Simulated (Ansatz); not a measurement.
Runs of Ansatz 0.2.0 on Sr2SO. It takes space group P4/mmm (No. 123, tetragonal). Conventional cell: a = 4.043 Å, b = 4.043 Å, c = 5.718 Å, α = 90.00°, β = 90.00°, γ = 90.00°. Sr (site symmetry 4/mmm) has 2 O at 2.86 Å and 4 S at 2.86 Å as nearest neighbours. Sr (site symmetry 4/mmm) has 2 S at 2.86 Å and 4 O at 2.86 Å as nearest neighbours. S (site symmetry 4/mmm) is surrounded by 6 Sr at 2.86 Å. O (site symmetry 4/mmm) has 6 Sr at 2.86 Å as nearest neighbours. The cell comes from a database or a generator and needn't be the stable form of this composition.

```tsv
level	cutoff (eV)	gap on the mesh (eV)	pressure (GPa)
revPBE	420	(b)	1.4
r2SCAN	500	2.63	-0.9
PBE0	420	4.15	(a)
LDA	420	(c)	-4.7
r2SCAN0	500	4.45	-1.5
```

Alike in all rows: task projected density of states; potentials or basis Ansatz PAW; no spin polarisation; cell as given; k mesh 4 × 4 × 3; smearing fermi-dirac 0.05 eV.

Fill in the values left out.

(a) -1.2; (b) 2.25; (c) 2.14.

Caveats: odd divisions of the mesh miss points on the zone boundary, where band edges often lie, so the gap on the mesh can be too wide; the PAW data sets come from PBE, with cores solved anew for the run's functional, which leaves a small shift of forces and pressure; the density of states is complete only up to the lowest level of the last band computed; the thresholds are loose for stress (some runs).

A k mesh can miss the band edges, and the runs leave out spin-orbit coupling on Sr.

Runs at the PBE level aren't shown here.
